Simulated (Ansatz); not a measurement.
# C₃H₄AlF: one species, many methods

An exercise on one series of results from a longer session: the logs are not shown, and one member is left open.

The runs use Ansatz 0.2.0, Gaussian basis; functionals in def2-TZVPP, the program's frozen cores in correlated methods.

Plan: LDA (SPW92), PBE-D4, revPBE-D4, BLYP-D4, r2SCAN-D4, B97M-V, PBE0-D4, B3LYP-D4, r2SCANh-D4, r2SCAN0-D4, HSE06-D4, BHLYP-D4, CAM-B3LYP-D4, LC-ωPBE, ωB97X-V, ωB97M-V, B2PLYP, PBE-QIDH; CCSD(T)/def2-SVP; CCSD(T)/def2-TZVPP; CCSD(T)/def2-QZVPP; extrapolation to the limit; RPA on PBE.

### Structure used throughout

An earlier PBE0-D4 in a triple-zeta def2 set relaxation fixed the geometry.

9 atoms, charge 0, spin multiplicity 1.

Atoms are counted from 1 here; the program's logs count them from 0.

Bond lengths: C1–C2 1.210 Å, C1–H6 1.067 Å, C2–Al3 1.900 Å, Al3–C4 1.931 Å, Al3–F5 1.650 Å, C4–H7 1.094 Å, C4–H8 1.094 Å, C4–H9 1.092 Å. Angles: C2–C1–H6 179.6°, C1–C2–Al3 177.8°, C2–Al3–C4 124.6°, C2–Al3–F5 116.1°, C4–Al3–F5 119.2°, Al3–C4–H7 110.8°, Al3–C4–H8 110.9°, Al3–C4–H9 112.0°, H7–C4–H8 106.6°, H7–C4–H9 108.1°, H8–C4–H9 108.2°.

Coordinates:

```
C     0.21481    2.76992    0.34418
C     0.30547    1.63125   -0.05504
Al    0.40660   -0.17829   -0.62657
C    -0.43844   -1.66221    0.27407
F     1.28618   -0.46027   -1.99343
H     0.13917    3.77616    0.69037
H    -1.15958   -2.15688   -0.38364
H     0.29893   -2.41976    0.55567
H    -0.96463   -1.34612    1.17728
```

Set-up of the first run:

File in.yaml:

```yaml
crystal:
  periodic: [false, false, false]
  atoms:
    - {symbol: C, position_ang: [0.214806, 2.769921, 0.344176]}
    - {symbol: C, position_ang: [0.305467, 1.631252, -0.055038]}
    - {symbol: Al, position_ang: [0.406602, -0.178290, -0.626566]}
    - {symbol: C, position_ang: [-0.438443, -1.662206, 0.274072]}
    - {symbol: F, position_ang: [1.286180, -0.460275, -1.993427]}
    - {symbol: H, position_ang: [0.139173, 3.776163, 0.690374]}
    - {symbol: H, position_ang: [-1.159584, -2.156883, -0.383642]}
    - {symbol: H, position_ang: [0.298932, -2.419758, 0.555669]}
    - {symbol: H, position_ang: [-0.964633, -1.346123, 1.177281]}
basis:
  gaussian: {orbitals: def2-TZVPP}
hamiltonian: {xc: lda}
output: {orbitals: {seedname: orbitals}}
```

Run with:

```bash
> ansatz run in.yaml --threads 2 --pin off --events-out ev --progress --plain --max-ram 32768MiB --backend cpu
```

Steps of the session up to this table: LDA; PBE-D4 (GGA); revPBE-D4 (GGA); BLYP-D4 (GGA); r2SCAN-D4 (meta-GGA); B97M-V (meta-GGA); B3LYP-D4 (hybrid); r2SCANh-D4 (hybrid); r2SCAN0-D4 (hybrid); HSE06-D4 (hybrid); BHLYP-D4 (hybrid); CAM-B3LYP-D4 (range-separated); LC-ωPBE (range-separated); ωB97X-V (range-separated); ωB97M-V (range-separated); B2PLYP (double hybrid); PBE-QIDH (double hybrid).

One table of the session follows, with a row left open; its other results are not shown here.

| functional | HOMO (eV) | gap (eV) |
| --- | --- | --- |
| LDA (SPW92) | -7.29 | 5.04 |
| PBE-D4 | -7.09 | 5.10 |
| revPBE-D4 | -7.02 | 5.14 |
| BLYP-D4 | -6.91 | 5.03 |
| r2SCAN-D4 | -7.33 | 5.61 |
| B97M-V | -7.29 | 5.51 |
| PBE0-D4 | -8.32 | 7.15 |
| B3LYP-D4 | -8.06 | 6.66 |
| r2SCANh-D4 | -7.79 | 6.36 |
| r2SCAN0-D4 | -8.48 | 7.47 |
| HSE06-D4 | ? | ? |
| BHLYP-D4 | -9.37 | 9.02 |
| CAM-B3LYP-D4 | -9.68 | 9.48 |
| LC-ωPBE | -11.14 | 12.09 |
| ωB97X-V | -10.71 | 11.53 |
| ωB97M-V | -10.58 | 11.16 |

Estimate the missing values for HSE06-D4.

**Answer.** HOMO (eV): -7.91; gap (eV): 6.37. In the column «HOMO (eV)» it lies between B3LYP-D4 (-8.06) and r2SCANh-D4 (-7.79).
